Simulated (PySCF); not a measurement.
# BiBr3: forces at shaken geometries

How stiff is BiBr3? Its atoms are displaced at random by several amounts. The structure is generated, not taken from experiment.

Program: PySCF 2.14.0. Level of theory: BP86, Bi def2-SVP with ECP60, Br def2-SVP; scalar-relativistic core potentials, no spin–orbit coupling. These are calculated values, not measurements.

2 further runs of the same task are left out: 2 for a known fault of the program.

## 1. The starting structure

4 atoms, charge 0, spin multiplicity 1.

Bond lengths: Bi1–Br2 2.642 Å, Bi1–Br3 2.642 Å, Bi1–Br4 2.642 Å. Angles: Br2–Bi1–Br3 101.3°, Br2–Bi1–Br4 101.3°, Br3–Bi1–Br4 101.3°.

As a file:

```xyz
4
charge 0, multiplicity 1
Bi    0.0000    0.0000    0.7888
Br    2.3592    0.0000   -0.4003
Br   -1.1796    2.0431   -0.4003
Br   -1.1796   -2.0431   -0.4003
```

Formal oxidation states: Bi +3. An earlier session relaxed this geometry at BP86, Bi def2-SVP with ECP60, Br def2-SVP (singlet, point group C3v).

Its energy there is -7937.281817 Eh.

## 2. Atoms moved at random, σ = 0.03 Å

Input file run.py (the lines that set the calculation):

```python
mol = gto.M(atom='''
Bi    -0.02332    -0.00996     0.83279
Br     2.37879    -0.03581    -0.40510
Br    -1.20526     2.07660    -0.42871
Br    -1.15021    -2.03083    -0.41101''',
    basis={'Bi': 'def2-SVP', 'Br': 'def2-SVP'},
    ecp={'Bi': 'def2-SVP'},
    charge=0, spin=0)
mf = dft.RKS(mol, xc='B88,P86')
mf.grids.atom_grid = (50, 194)
mf = mf.density_fit()  # fitting sets: Bi def2-universal-JKFIT, Br def2-universal-JKFIT
mf.conv_tol = 1e-08; mf.max_cycle = 55
mf.kernel(dm0)  # dm0: the density of the relaxed state
```

The run is started by

```
$ OMP_NUM_THREADS=2 python run.py
```

## 3. Atoms moved at random, σ = 0.06 Å

run.py (the lines that set the calculation): that of step 2 with these lines changed.

```diff
@@ -1,6 +1,6 @@
 mol = gto.M(atom='''
-Bi    -0.02332    -0.00996     0.83279
-Br     2.37879    -0.03581    -0.40510
-Br    -1.20526     2.07660    -0.42871
-Br    -1.15021    -2.03083    -0.41101''',
+Bi    -0.00001     0.02536     0.83952
+Br     2.35844     0.05927    -0.41581
+Br    -1.15821     1.95790    -0.40719
+Br    -1.20021    -2.04254    -0.42854''',
     basis={'Bi': 'def2-SVP', 'Br': 'def2-SVP'},
```

## 4. Atoms moved at random, σ = 0.03 Å

run.py (the lines that set the calculation): that of step 3 with these lines changed.

```diff
@@ -1,6 +1,6 @@
 mol = gto.M(atom='''
-Bi    -0.00001     0.02536     0.83952
-Br     2.35844     0.05927    -0.41581
-Br    -1.15821     1.95790    -0.40719
-Br    -1.20021    -2.04254    -0.42854''',
+Bi    -0.02662     0.00822     0.81034
+Br     2.40619    -0.01984    -0.41725
+Br    -1.21206     2.03545    -0.41601
+Br    -1.16751    -2.02382    -0.38910''',
     basis={'Bi': 'def2-SVP', 'Br': 'def2-SVP'},
```

**Question.** What will these runs give? Wanted: for each run, σ; energy rise; harmonic estimate −½ F·u; largest force component.

As calculated:

| σ (Å) | energy rise (eV) | harmonic estimate −½ F·u (eV) | largest force component (eV/Å) |
| --- | --- | --- | --- |
| 0.03 | 0.041 | 0.040 | 0.61 |
| 0.06 | 0.051 | 0.050 | 0.86 |
| 0.03 | 0.031 | 0.030 | 0.60 |

Every displacement raises the energy. For a harmonic well the rise equals −½ F·u; the two differ by at most 4 % here (a move with σ = 0.03 Å), from anharmonicity, the grid and the small forces left at the relaxed point. The bases are small and lack diffuse functions. Spin–orbit coupling is left out.
